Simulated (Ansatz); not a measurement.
# YSn2B2: the cost of one run

Computed with Ansatz 0.2.0 (reference: DFT r2SCAN, plane waves, PAW, scalar-relativistic, no spin polarisation, unless a step's input says otherwise).

### Step 1. The system as given

The structure is tetragonal, space group P4/mbm (No. 127). Conventional cell: a = 6.327 Å, b = 6.327 Å, c = 4.240 Å, α = 90.00°, β = 90.00°, γ = 90.00°. Sn (site symmetry m2m) has 3 B at 1.79 to 1.91 Å as nearest neighbours. Around B (site symmetry m2m) lie 3 Sn at 1.79 to 1.91 Å. Y (site symmetry 4/m) is surrounded by 8 Sn at 3.18 Å and 8 B at 3.24 Å.

Coordinates:

```xyz
10
Lattice="6.3267 0.0000 0.0000 0.0000 6.3267 0.0000 0.0000 0.0000 4.2400" Properties=species:S:1:pos:R:3 pbc="T T T"
Sn    1.0287    4.1921    2.1200
Sn    2.1346    1.0287    2.1200
Sn    5.2980    2.1346    2.1200
Sn    4.1921    5.2980    2.1200
B     2.2915    5.4549    2.1200
B     0.8718    2.2915    2.1200
B     4.0352    0.8718    2.1200
B     5.4549    4.0352    2.1200
Y     0.0000    0.0000    0.0000
Y     3.1634    3.1634    0.0000
```

### Step 2. The reference run

Contents of input.yaml:

```yaml
crystal:
  lattice:
    - [6.326703, 0.0, 0.0]
    - [0.0, 6.326703, 0.0]
    - [0.0, 0.0, 4.240013]
  atoms:
    - { symbol: Sn, position: [0.1626, 0.6626, 0.5] }
    - { symbol: Sn, position: [0.3374, 0.1626, 0.5] }
    - { symbol: Sn, position: [0.8374, 0.3374, 0.5] }
    - { symbol: Sn, position: [0.6626, 0.8374, 0.5] }
    - { symbol: B, position: [0.3622, 0.8622, 0.5] }
    - { symbol: B, position: [0.1378, 0.3622, 0.5] }
    - { symbol: B, position: [0.6378, 0.1378, 0.5] }
    - { symbol: B, position: [0.8622, 0.6378, 0.5] }
    - { symbol: "Y", position: [0.0, 0.0, 0.0] }
    - { symbol: "Y", position: [0.5, 0.5, 0.0] }
  symmetry: { tolerance: 0.0003 }
kpoints:
  mp_grid: { grid: [3, 3, 4], shift: [0, 0, 0] }
magnetization:
  spin_polarized: false
scf:
  occupations: { method: methfessel_paxton, width: 0.0305 }
hamiltonian:
  pseudopotentials: { kind: paw }
  xc: r2scan
basis:
  ecutwfc: 500
output:
  forces: true
  stress: true
  eigenvalues: true
  write_density: true
  write_potential: true
  elf: true
  volumetric_format: npy
```

Command:

```sh
> ansatz run input.yaml --threads 1 --pin off --max-ram 2560MiB --backend cpu --events-out ev --progress --plain --runs-dir out
```

Q: Estimate wall time and peak memory on 1 thread of an x86-64 CPU, shared host.

About 10 s, with a peak of 0.81 GiB.
